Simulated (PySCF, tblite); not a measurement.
# C6H6NS radical: geometry, infrared bands and EPR parameters

What infrared bands and EPR parameters should C6H6NS radical (`N#C[C@@H]1C=CC[C]1S`) show?

Computed with tblite 0.8.0 and PySCF 2.14.0, with density-fitted response routines of our own, on a single molecule in the gas phase. Atoms count from 0, in the outputs and in this text.

## 1. The starting structure

14 atoms, charge 0, multiplicity 2; geometry from: force field or distance geometry start.

Bonds of the start (Å): N0–C1 1.15, C1–C2 1.48, C2–C3 1.50, C3–C4 1.33, C4–C5 1.50, C5–C6 1.53, C6–S7 1.84, C6–C2 1.52, C2–H8 1.09, C3–H9 1.11, C4–H10 1.09, C5–H11 1.10, C5–H12 1.09, S7–H13 1.39.

## 2. Relaxing the molecule with GFN2-xTB

Job settings and geometry (Å):

```
{"job": {"kind": "relax", "xc": "GFN2-xTB", "basis": "xTB"}, "charge": 0, "multiplicity": 2}
N     -2.270700    -1.845300    -1.203100
C     -1.430500    -1.459000    -0.515500
C     -0.345000    -0.990800     0.371900
C     -0.717500     0.309000     1.015400
C     -0.378600     1.326800     0.229000
C      0.229100     0.763900    -1.023000
C      0.839600    -0.524900    -0.457400
S      2.098700    -0.063500     0.800600
H     -0.091200    -1.776000     1.077200
H     -1.190200     0.438500     2.006400
H     -0.514900     2.388100     0.413900
H      0.993800     1.424000    -1.452800
H     -0.589100     0.472300    -1.680600
H      3.365800    -0.463700     0.395700
```

Command:

```
> OMP_NUM_THREADS=1 python probes_run.py task.json out
```

One launch serves the whole session: the jobs run in the order shown.

Standard output:

```text
step      E/eV     max force
  0    -595.87487    1.726
  1    -595.99153    2.603
  2    -595.97771    4.087
  3    -596.10498    0.806
  4    -596.15599    0.923
  5    -596.23954    1.890
  6    -596.29182    0.914
  7    -596.32319    0.473
  8    -596.35502    0.748
  9    -596.39844    1.199
 10    -596.45668    1.160
 11    -596.52186    0.876
 12    -596.58723    0.610
 13    -596.64837    0.945
 14    -596.71411    0.908
 15    -596.77753    0.849
 16    -596.81086    1.077
 17    -596.86964    0.867
 18    -596.92454    0.552
 19    -596.96218    0.460
 20    -596.98405    0.295
 21    -596.99512    0.317
 22    -597.01143    0.324
 23    -597.02304    0.200
 24    -597.03096    0.250
 25    -597.03698    0.240
 26    -597.04325    0.347
 27    -597.05010    0.360
 28    -597.05724    0.328
 29    -597.06513    0.228
 30    -597.07310    0.237
 31    -597.08199    0.276
 32    -597.09157    0.291
 33    -597.10078    0.281
 34    -597.10380    0.467
 35    -597.11434    0.243
 36    -597.12367    0.233
 37    -597.14389    0.375
 38    -597.15204    0.326
 39    -597.16055    0.320
 40    -597.16925    0.305
 41    -597.17543    0.569
 42    -597.18399    0.217
 43    -597.18953    0.182
 44    -597.19356    0.143
 45    -597.19578    0.138
 46    -597.19752    0.127
 47    -597.19885    0.123
 48    -597.20058    0.126
 49    -597.20336    0.131
 50    -597.20580    0.099
 51    -597.20752    0.092
 52    -597.20911    0.119
 53    -597.21085    0.131
 54    -597.21273    0.101
 55    -597.21430    0.096
 56    -597.21557    0.195
 57    -597.21658    0.100
 58    -597.21775    0.100
 59    -597.21874    0.060
 60    -597.21933    0.062
 61    -597.21986    0.077
 62    -597.22028    0.071
 63    -597.22062    0.049
 64    -597.22094    0.048
 65    -597.22129    0.058
 66    -597.22173    0.054
 67    -597.22228    0.058
 68    -597.22296    0.067
 69    -597.22373    0.100
 70    -597.22458    0.117
 71    -597.22532    0.081
 72    -597.22583    0.052
 73    -597.22616    0.055
 74    -597.22648    0.054
 75    -597.22680    0.047
 76    -597.22714    0.043
 77    -597.22741    0.052
 78    -597.22758    0.034
 79    -597.22768    0.020
 80    -597.22774    0.018
 81    -597.22779    0.024
 82    -597.22784    0.035
 83    -597.22790    0.026
 84    -597.22798    0.023
 85    -597.22808    0.028
 86    -597.22817    0.035
 87    -597.22823    0.037
 88    -597.22826    0.018
 89    -597.22828    0.010
 90    -597.22829    0.011
 91    -597.22830    0.011
 92    -597.22831    0.010
 93    -597.22831    0.008
```

Wall time 0.65 s (1 thread of Arm Neoverse V1, shared host).

Step by step: (not every step is listed) (the energy doesn't fall at every step)

| step | energy from step 0 (eV) | largest force (eV/Å) |
| --- | --- | --- |
| 0 | 0.0000 | 1.7261 |
| 1 | -0.1167 | 2.6034 |
| 2 | -0.1028 | 4.0870 |
| 3 | -0.2301 | 0.8056 |
| 4 | -0.2811 | 0.9233 |
| 5 | -0.3647 | 1.8900 |
| 6 | -0.4170 | 0.9143 |
| 7 | -0.4483 | 0.4729 |
| 8 | -0.4801 | 0.7475 |
| 16 | -0.9360 | 1.0767 |
| 24 | -1.1561 | 0.2496 |
| 32 | -1.2167 | 0.2906 |
| 40 | -1.2944 | 0.3047 |
| 48 | -1.3257 | 0.1264 |
| 56 | -1.3407 | 0.1950 |
| 64 | -1.3461 | 0.0477 |
| 72 | -1.3510 | 0.0524 |
| 80 | -1.3529 | 0.0184 |
| 88 | -1.3534 | 0.0182 |
| 89 | -1.3534 | 0.0101 |
| 90 | -1.3534 | 0.0114 |
| 91 | -1.3534 | 0.0114 |
| 92 | -1.3534 | 0.0100 |
| 93 | -1.3534 | 0.0079 |

Close pairs (by a distance rule), those that changed most:

| bond | before (Å) | after (Å) | change (Å) |
| --- | --- | --- | --- |
| C6–S7 | 1.839 | 1.728 | -0.110 |
| S7–H13 | 1.389 | 1.336 | -0.053 |
| C5–C6 | 1.534 | 1.493 | -0.041 |
| C3–H9 | 1.106 | 1.075 | -0.030 |
| C1–C2 | 1.478 | 1.451 | -0.027 |
| C2–C6 | 1.519 | 1.501 | -0.018 |
| C2–H8 | 1.086 | 1.099 | +0.014 |
| C2–C3 | 1.497 | 1.510 | +0.012 |

The end geometry stands in the next job.

## 3. Harmonic vibrations with GFN2-xTB

Job settings and geometry (Å):

```
{"job": {"kind": "ir", "xc": "GFN2-xTB", "basis": "xTB"}, "charge": 0, "multiplicity": 2}
N     -1.663484    -2.535203    -0.734048
C     -1.123313    -1.786407    -0.059593
C     -0.396769    -0.805821     0.725559
C     -1.198861     0.469081     0.825511
C     -0.640428     1.455218     0.142912
C      0.639137     1.044305    -0.522569
C      0.827016    -0.346598    -0.012375
S      2.007668    -1.463711    -0.599753
H     -0.172702    -1.252874     1.704706
H     -2.121980     0.503216     1.375804
H     -1.025874     2.455234     0.049208
H      1.473164     1.703133    -0.249068
H      0.543899     1.092314    -1.617107
H      2.851847    -0.532360    -1.051353
```

Standard output:

```text
mode    cm-1     km/mol
  1      61.0      1.62
  2      91.4      2.45
  3     148.1      2.29
  4     193.8     24.99
  5     247.4      5.73
  6     276.9     21.45
  7     366.8      1.42
  8     422.2      1.42
  9     517.8      3.49
 10     538.3      2.40
 11     731.2     12.54
 12     762.2      6.41
 13     794.6      2.19
 14     852.8     14.74
 15     874.0      0.32
 16     925.8      0.61
 17     955.4      1.28
 18    1005.8     10.34
 19    1022.2      2.89
 20    1082.5      0.24
 21    1094.3      5.77
 22    1105.1      1.19
 23    1184.3      8.12
 24    1187.9      9.53
 25    1211.2      0.65
 26    1270.2     10.01
 27    1287.7      4.32
 28    1438.7      3.53
 29    1685.5      3.74
 30    2389.5     82.39
 31    2392.6    254.71
 32    2843.4     24.94
 33    2858.9     15.20
 34    2901.4     33.70
 35    3121.4     13.43
 36    3139.3     43.21
```

Wall time 0.47 s (1 thread of Arm Neoverse V1, shared host).

The strongest bands and the atoms that carry them (share of the mass-weighted mode):

| cm⁻¹ | km/mol | atoms |
| --- | --- | --- |
| 194 | 25.0 | H13 88 % |
| 277 | 21.4 | C6 39 %, C1 16 %, N0 12 % |
| 2390 | 82.4 | C1 39 %, H13 33 %, N0 26 % |
| 2393 | 254.7 | H13 64 %, C1 20 %, N0 14 % |
| 2843 | 24.9 | H12 74 %, H11 17 % |
| 2859 | 15.2 | H8 92 % |
| 2901 | 33.7 | H11 76 %, H12 19 % |
| 3139 | 43.2 | H9 69 %, H10 22 % |

## 4. EPR parameters: B3LYP/pcH-1

Same as in step 3 but for these lines:

```diff
@@ -1,2 +1,2 @@
-{"job": {"kind": "ir", "xc": "GFN2-xTB", "basis": "xTB"}, "charge": 0, "multiplicity": 2}
+{"job": {"kind": "epr", "basis": "pcH-1"}, "charge": 0, "multiplicity": 2}
 N     -1.663484    -2.535203    -0.734048
```

Level: UKS B3LYP, pcH-1 on C H N S, non-relativistic, mean-field spin-orbit, GIAO.

Standard output:

```text
UKS, coarse grid
  cycle   1  E = -685.04950563  |g| = 3.78e-01
  cycle   2  E = -684.88449911  |g| = 7.26e-01
  cycle   3  E = -685.11022890  |g| = 1.43e-01
  cycle   4  E = -685.11865131  |g| = 5.02e-02
  cycle   5  E = -685.11982104  |g| = 1.70e-02
  cycle   6  E = -685.11996301  |g| = 4.45e-03
  cycle   7  E = -685.11997440  |g| = 1.90e-03
  cycle   8  E = -685.11997560  |g| = 8.50e-04
UKS, final grid
  cycle   1  E = -685.11995009  |g| = 1.26e-03
  cycle   2  E = -685.11994831  |g| = 2.27e-03
  cycle   3  E = -685.11995092  |g| = 1.99e-04
  cycle   4  E = -685.11995094  |g| = 6.24e-05
  cycle   5  E = -685.11995094  |g| = 8.07e-05
  cycle   6  E = -685.11995094  |g| = 1.52e-05
E = -685.11995094 Eh   <S^2> = 0.7544 (exact 0.7500)
g shifts (ppm)      1          2          3
  rmc          -168       -168       -168
  gc              6         30         32
  oz_so        -193       1326       4863
  total        -355       1189       4727
hyperfine (MHz)  atom isotope    a_iso     a_fc   dipolar eigenvalues
    0   14N       0.88       0.89     -1.04     -0.36      1.40
    1   13C      64.36      64.37     -2.48     -2.39      4.88
    2   13C     -24.16     -24.18     -1.51     -0.56      2.06
    3   13C      -0.20      -0.20     -1.37     -0.80      2.17
    4   13C       0.45       0.45     -1.34     -0.28      1.62
    5   13C     -22.75     -22.77     -2.03     -0.84      2.88
    6   13C     125.84     125.54    -74.80    -74.36    149.16
    7   33S       3.37       3.72    -20.49    -15.40     35.89
    8    1H      72.39      72.38     -4.41     -4.14      8.55
    9    1H      -1.34      -1.34     -1.50     -1.43      2.92
   10    1H      -1.38      -1.38     -1.71     -1.41      3.12
   11    1H      75.73      75.71     -4.68     -4.28      8.95
   12    1H      88.30      88.30     -4.25     -2.82      7.06
   13    1H       3.17       3.13     -3.24     -2.58      5.82
```

Run time: 89 s. Hardware: 1 thread of Arm Neoverse V1, shared host; peak memory 1 GiB.

Principal g values 2.00196, 2.00351, 2.00705; g(iso) = 2.00417, against 2.00232 for a free electron.

Hyperfine couplings, nucleus by nucleus at this fixed geometry (no averaging over rotations):

| nuclei | isotope | a(iso) (MHz) | a(iso) (G, at g = 2.0023) | largest dipolar term (MHz) |
| --- | --- | --- | --- | --- |
| C6 | 13C | 125.8 | 44.9 | 149.2 |
| H12 | 1H | 88.3 | 31.5 | 7.1 |
| H11 | 1H | 75.7 | 27.0 | 9.0 |
| H8 | 1H | 72.4 | 25.8 | 8.5 |
| C1 | 13C | 64.4 | 23.0 | 4.9 |
| C2 | 13C | -24.2 | -8.6 | 2.1 |
| C5 | 13C | -22.8 | -8.1 | 2.9 |
| S7 | 33S | 3.4 | 1.2 | 35.9 |
| H13 | 1H | 3.2 | 1.1 | 5.8 |
| H10 | 1H | -1.4 | -0.5 | 3.1 |
| H9 | 1H | -1.3 | -0.5 | 2.9 |
| N0 | 14N | 0.9 | 0.3 | 1.4 |
| C4 | 13C | 0.4 | 0.2 | 1.6 |
| C3 | 13C | -0.2 | -0.1 | 2.2 |

Mulliken spin populations:

N0 0.01; C1 0.03; C2 -0.05; C3 0.00; C4 0.00; C5 -0.06; C6 0.82; S7 0.15; H8 0.03; H9 0.00; H10 0.00; H11 0.03; H12 0.05; H13 0.00

In first order the couplings over 0.8 MHz of 1H, 14N give 176 distinct lines over 87.1 G.

The fields below are evaluated on a grid from the run's orbitals.

ELF in a plane through or near 7 of the atoms.

Ten even steps from '0' (0.00) to '9' (1.00):
```
0000000000000000000000000000
0000000000000000000000000000
0000000000000000000000000000
0000000000013420000000000000
0000000000037861000000000000
0000000100026762013520000000
0000058984256553289994000000
0000199998579665699996100000
0000189998317334599982000000
0000014666685117743100000000
0000000004633861552013310000
0000000014521872674599981000
0000000014564446853899992000
0000000123321004446388740000
0000000112210006843651000000
0000000000000005899740000000
0000000000000002455310000000
0000000000000000111000000000
0000000000000000000000000000
0000000000000000000000000000
```
The map spans 10.8 Å across and 10.4 Å up, centred on the molecule. Atoms in the plane (x, y in Å): C2 (-0.8, -0.6), C3 (-1.3, 0.8), C6 (0.6, -0.5), S7 (1.6, -1.9), H9 (-2.3, 1.1), H11 (1.8, 1.3), H13 (2.8, -1.3).

log10 of the density (e/Å³) in the same plane.

Values, 10 rows by 14 columns:
```
-4.0 -4.0 -4.0 -4.0 -4.0 -4.0 -4.0 -4.0 -4.0 -4.0 -4.0 -4.0 -4.0 -4.0
-4.0 -4.0 -4.0 -4.0 -4.0 -3.3 -2.7 -2.8 -3.5 -4.0 -4.0 -4.0 -4.0 -4.0
-4.0 -4.0 -4.0 -3.5 -2.8 -2.1 -1.2 -1.3 -2.2 -2.6 -3.1 -3.8 -4.0 -4.0
-4.0 -4.0 -2.9 -1.7 -0.9 -0.7 -0.2 -0.3 -0.8 -0.7 -1.5 -2.6 -4.0 -4.0
-4.0 -4.0 -2.5 -1.1  0.2  0.8  0.0 -0.4 -0.1  0.0 -1.2 -2.4 -3.8 -4.0
-4.0 -4.0 -3.2 -2.2 -1.1  0.0  0.3  0.2  0.2 -0.7 -1.3 -1.8 -3.0 -4.0
-4.0 -4.0 -3.3 -2.2 -1.1 -0.2 -0.2 -0.4  0.1  0.0  0.0 -0.8 -2.4 -3.7
-4.0 -4.0 -3.5 -2.4 -1.6 -1.4 -1.7 -1.4 -0.1  0.2 -0.6 -1.7 -2.9 -4.0
-4.0 -4.0 -4.0 -3.6 -2.9 -2.8 -2.9 -2.4 -1.6 -1.4 -2.0 -2.8 -4.0 -4.0
-4.0 -4.0 -4.0 -4.0 -4.0 -4.0 -4.0 -4.0 -3.3 -3.2 -3.6 -4.0 -4.0 -4.0
```
The map spans 10.8 Å across and 10.4 Å up, centred on the molecule. Atoms in the plane (x, y in Å): C2 (-0.8, -0.6), C3 (-1.3, 0.8), C6 (0.6, -0.5), S7 (1.6, -1.9), H9 (-2.3, 1.1), H11 (1.8, 1.3), H13 (2.8, -1.3).

On the surface of density 0.002 e/bohr³ the electrostatic potential runs, from the 1st to the 99th percentile, from -1.93 V near N0 to 1.57 V near H13.

The spin density lies nearest to C6 61 %; S7 17 %.

## 5. Outcome

| quantity | value |
| --- | --- |
| strongest single infrared mode (GFN2-xTB) | 2393 cm⁻¹, 255 km/mol |
| zero-point energy (GFN2-xTB) | 61.4 kcal/mol |
| g(iso) (B3LYP) | 2.00417 |
| ⟨S²⟩ | 0.754 (exact 0.75) |
| largest a(iso) | 13C on C6, 125.8 MHz |
| surface potential, 1st and 99th percentile | -1.93 V and 1.57 V |

**Reading.** Relaxing lowered the energy by 1.353 eV in 93 steps; the close pair that moved most is C6–S7, from 1.839 to 1.728 Å. No mode is imaginary among the 36: a minimum at this level. GFN2-xTB is a fitted tight-binding method: band positions and strengths are rough. Its intensities can rank the bands wrongly. C6 carries the largest spin population, 0.82 e. The isotropic g lies 1.9 ppt above the free-electron value.
